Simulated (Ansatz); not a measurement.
Consider the interaction energy of a dimer with the counterpoise correction of BBrFH, SMILES FBBr (the Python package of Ansatz (0.2.0)).

Script `dimer.py`:
```python
"""Interaction energy of two BBrFH molecules, with the counterpoise correction."""

import ansatz as az

FIRST = [
    ("F", (1.2337, -0.3415, -0.8077)),
    ("B", (0.0513, -0.1447, 0.0653)),
    ("Br", (-1.213, 1.4168, -0.1659)),
    ("H", (-0.0721, -0.9305, 0.9084)),
]
SECOND = [
    ("F", (2.1644, -3.5345, -2.4414)),
    ("B", (2.2184, -2.8374, -1.1337)),
    ("Br", (0.9683, -3.2987, 0.3877)),
    ("H", (3.0041, -1.9882, -1.0628)),
]

def energy(atoms, ghosts=()):
    molecule = az.Crystal.molecule()
    for symbol, xyz in atoms:
        molecule = molecule.atom(symbol, xyz)
    calc = (
        molecule.calculation()
        .basis(gaussian="def2-SVPD")
        .functional("r2scan")
    )
    deck = calc.input()
    if ghosts:
        deck = deck.set(az.key.basis.gaussian.ghost_atoms, [{"symbol": s, "position_ang": list(xyz)} for s, xyz in ghosts])
    return az.Session.from_dict(deck).plan().execute().report["free_energy_ev"]

# monomers in their own basis and in the basis of the dimer
both = energy(FIRST + SECOND)
alone = energy(FIRST) + energy(SECOND)
ghosted = energy(FIRST, SECOND) + energy(SECOND, FIRST)
print(f"dimer {both:.6f} eV")
print(f"interaction, uncorrected   {96.485332 * (both - alone):8.3f} kJ/mol")
print(f"interaction, counterpoise  {96.485332 * (both - ghosted):8.3f} kJ/mol")
print(f"basis-set superposition    {96.485332 * (alone - ghosted):8.3f} kJ/mol")
```

How large is the interaction at this pose, and how much of it is basis-set superposition?

Uncorrected it is 5.381 kJ/mol, with the counterpoise correction 9.436 kJ/mol; the difference, 4.05 kJ/mol, is the superposition error. In this basis both values are repulsive.

The output:

```console
$ python dimer.py
dimer -146889.303002 eV
interaction, uncorrected      5.381 kJ/mol
interaction, counterpoise     9.436 kJ/mol
basis-set superposition       4.055 kJ/mol
```

Reading the output:
- These settings explore the input space; basis and method may be short of convergence.
- The dimer is a generated trial pose of unrelaxed monomers, not a minimum, so the figure is no binding energy, and the basis set is small.
- This level lacks the dispersion part of the attraction (electrostatics and induction are there), which can decide the sign where the interaction is weak.
- Finished in 48 s on 1 thread of Arm Neoverse V2, with other jobs on the host, peak memory 0.35 GiB.

(Lines on the test bed's own set-up are left out of the output.)
